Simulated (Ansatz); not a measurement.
# ZrH₂+ (doublet): the correlation ladder, def2-TZVPP

An exercise on one series of results from a longer session: the logs are not shown, and one member is left open.

The runs use Ansatz 0.2.0, Gaussian basis; def2-TZVPP, core rule «outside noble gas», up to 4 orbitals frozen.

Plan: UHF; ROHF; CCSD(T) on UHF.

2 further runs of the same task are left out: 2 set aside as unsound or not needed.

## The system

The geometry is a PBE0/def2-TZVP stationary point (not a proven minimum) of the parent state, kept for this charge and spin. No spin-orbit coupling is included. Elements past krypton take def2 core potentials.

3 atoms, charge 1, spin multiplicity 2.

Atoms are counted from 1 here; the program's logs count them from 0.

Bond lengths: Zr1–H2 1.929 Å, Zr1–H3 1.929 Å. Angles: H2–Zr1–H3 180.0°.

Set-up of the first run:

in.yaml

```yaml
crystal:
  periodic: [false, false, false]
  atoms:
    - {symbol: Zr, position_ang: [0.000000, 0.000000, 0.000000]}
    - {symbol: H, position_ang: [0.000000, 0.000000, -1.928800]}
    - {symbol: H, position_ang: [0.000000, 0.000000, 1.928800]}
basis:
  gaussian: {orbitals: def2-TZVPP}
total_charge: 1
magnetization: {spin_polarized: true, initial_magnetization: 1}
hamiltonian: {xc: hf}
output: {orbitals: {seedname: orbitals}}
```

The run is started by

```sh
$ ansatz run in.yaml --threads 1 --pin off --events-out ev --progress --plain --max-ram 4096MiB --backend cpu
```

Among the steps run: UHF; ROHF; CCSD(T) on UHF.

One table of the session follows, with a row left open; its other results are not shown here.

It belongs to the step «Misses and costs». 

| method | from UCCSD(T) (meV) |
| --- | --- |
| ROHF | +2307.7 |
| UHF | ? |
| UMP2 | +490.7 |
| UCCSD | +28.9 |
| UCCSD(T) | 0 |

Q: Estimate the row for UHF from the others.

The run gave: from UCCSD(T) (meV): +2233.9. In the column «from UCCSD(T) (meV)» it lies between UMP2 (+490.7) and ROHF (+2307.7).
